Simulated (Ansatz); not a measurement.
# C₂H₃Cl₂Si radical: how energies converge with the basis set

One table from this session's results is given with a row withheld; the runs are named, their logs left out.

Program: Ansatz 0.2.0, Gaussian basis. Level of theory: one geometry, several basis sets. These are calculated values, not measurements.

Plan: PBE0-D4/def2-SVP; ωB97M-V/def2-SVP; PBE0-D4/def2-QZVPP; ωB97M-V/def2-QZVPP; the functionals' def2-TZVPP values are taken from earlier runs.

### The geometry

All runs share one geometry, relaxed beforehand with PBE0-D4 in a triple-zeta def2 set.

SMILES `[CH]=C[SiH](Cl)Cl`, 8 atoms, charge 0, spin multiplicity 2.

Atoms are counted from 1 here; the program's logs count them from 0.

Bond lengths: C1–C2 1.302 Å, C1–H6 1.081 Å, C2–Si3 1.849 Å, C2–H7 1.096 Å, Si3–Cl4 2.046 Å, Si3–Cl5 2.046 Å, Si3–H8 1.473 Å. Angles: C2–C1–H6 140.4°, C1–C2–Si3 119.3°, C1–C2–H7 121.6°, Si3–C2–H7 119.1°, C2–Si3–Cl4 109.6°, C2–Si3–Cl5 109.6°, C2–Si3–H8 111.7°, Cl4–Si3–Cl5 108.1°, Cl4–Si3–H8 108.9°, Cl5–Si3–H8 108.9°.

Set-up of the first run:

in.yaml reads:

```yaml
crystal:
  periodic: [false, false, false]
  atoms:
    - {symbol: C, position_ang: [-0.467204, 1.549841, 0.659263]}
    - {symbol: C, position_ang: [-0.193615, 0.279140, 0.737886]}
    - {symbol: Si, position_ang: [0.301599, -0.635846, -0.791093]}
    - {symbol: Cl, position_ang: [-1.013128, -2.166627, -1.130880]}
    - {symbol: Cl, position_ang: [2.164150, -1.443534, -0.534591]}
    - {symbol: H, position_ang: [-0.772548, 2.376448, 1.285646]}
    - {symbol: H, position_ang: [-0.249630, -0.262110, 1.689032]}
    - {symbol: H, position_ang: [0.322478, 0.245591, -1.971064]}
basis:
  gaussian: {orbitals: def2-SVP}
magnetization: {spin_polarized: true, initial_magnetization: 1}
hamiltonian: {xc: pbe0, dispersion: d4}
output: {orbitals: {seedname: orbitals}}
```

Among the steps run: PBE0-D4 in def2-SVP; ωB97M-V in def2-SVP; PBE0-D4 in def2-QZVPP; ωB97M-V in def2-QZVPP.

One table of the session follows, with a row left open; its other results are not shown here.

It belongs to the step «Functionals by basis». 

```
functional       basis  HOMO (eV)  LUMO (eV)
   PBE0-D4    def2-SVP      -7.13      -2.18
   PBE0-D4  def2-TZVPP      -7.17      -2.34
   PBE0-D4  def2-QZVPP      -7.19      -2.39
   ωB97M-V    def2-SVP      -9.09      -0.21
   ωB97M-V  def2-TZVPP      -9.16      -0.52
   ωB97M-V  def2-QZVPP          ?          ?
```

**Question.** Estimate the row for ωB97M-V, def2-QZVPP.

The run gave: HOMO (eV): -9.19; LUMO (eV): -0.61. In the column «HOMO (eV)» it is the lowest.
